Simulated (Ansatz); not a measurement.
**BBrClH: single points off equilibrium**

One table from this session's results is given with a row withheld; the runs are named, their logs left out.

The runs use Ansatz 0.2.0, Gaussian basis; single points in def2-TZVPP.

Correlated methods freeze the cores. Filled d shells of the heavier atoms are correlated.

### Starting geometry

SMILES `ClBBr`, 4 atoms, charge 0, spin multiplicity 1.

Atoms are counted from 1 here; the program's logs count them from 0.

Bond lengths: Cl1–B2 1.695 Å, B2–Br3 1.894 Å, B2–H4 1.176 Å. Angles: Cl1–B2–Br3 121.2°, Cl1–B2–H4 121.6°, Br3–B2–H4 117.2°.

Coordinates:

```mol
BBrClH
  3D, bonds by distance, orders not assigned

  4  3  0  0  0  0  0  0  0  0999 V2000
   -1.5506   -0.5569    0.1370 Cl  0  0
   -0.0088    0.1060   -0.0995 B   0  0
    1.5270   -0.6730    0.6891 Br  0  0
    0.1536    1.0668   -0.7576 H   0  0
  1  2  8  0
  2  3  8  0
  2  4  8  0
M  END
```

Set-up of the first run:

Contents of run/in.yaml:

```yaml
crystal:
  periodic: [false, false, false]
  atoms:
    - {symbol: Cl, position_ang: [-1.550600, -0.556900, 0.137000]}
    - {symbol: B, position_ang: [-0.008800, 0.106000, -0.099500]}
    - {symbol: Br, position_ang: [1.527000, -0.673000, 0.689100]}
    - {symbol: H, position_ang: [0.153600, 1.066800, -0.757600]}
basis:
  gaussian: {orbitals: def2-TZVPP}
correlation: {method: ccsd_t}
output: {forces: true}
```

No record of the launch command was kept for these runs.

Among the steps run: CCSD(T)/def2-TZVPP; PBE0-D4/def2-TZVPP; wB97M-V/def2-TZVPP; r2SCAN-D4/def2-TZVPP; PBE-D4/def2-TZVPP; B97M-V/def2-TZVPP; HSE06-D4/def2-TZVPP.

One table of the session follows, with a row left open; its other results are not shown here.

| method | RMS force component (eV/Å) | angle to CCSD(T) forces (°) | dipole (D) |
| --- | --- | --- | --- |
| CCSD(T) | 0.438 | reference | 0.48 |
| PBE0-D4 | ? | ? | ? |
| wB97M-V | 0.397 | 5.2 | 0.51 |
| r2SCAN-D4 | 0.388 | 4.6 | 0.45 |
| PBE-D4 | 0.432 | 13.3 | 0.35 |
| B97M-V | 0.339 | 5.7 | 0.40 |
| HSE06-D4 | 0.352 | 8.0 | 0.46 |

Estimate the missing values for PBE0-D4.

The run gave: RMS force component (eV/Å): 0.351; angle to CCSD(T) forces (°): 8.1; dipole (D): 0.47. In the column «RMS force component (eV/Å)» it lies between B97M-V (0.339) and HSE06-D4 (0.352).
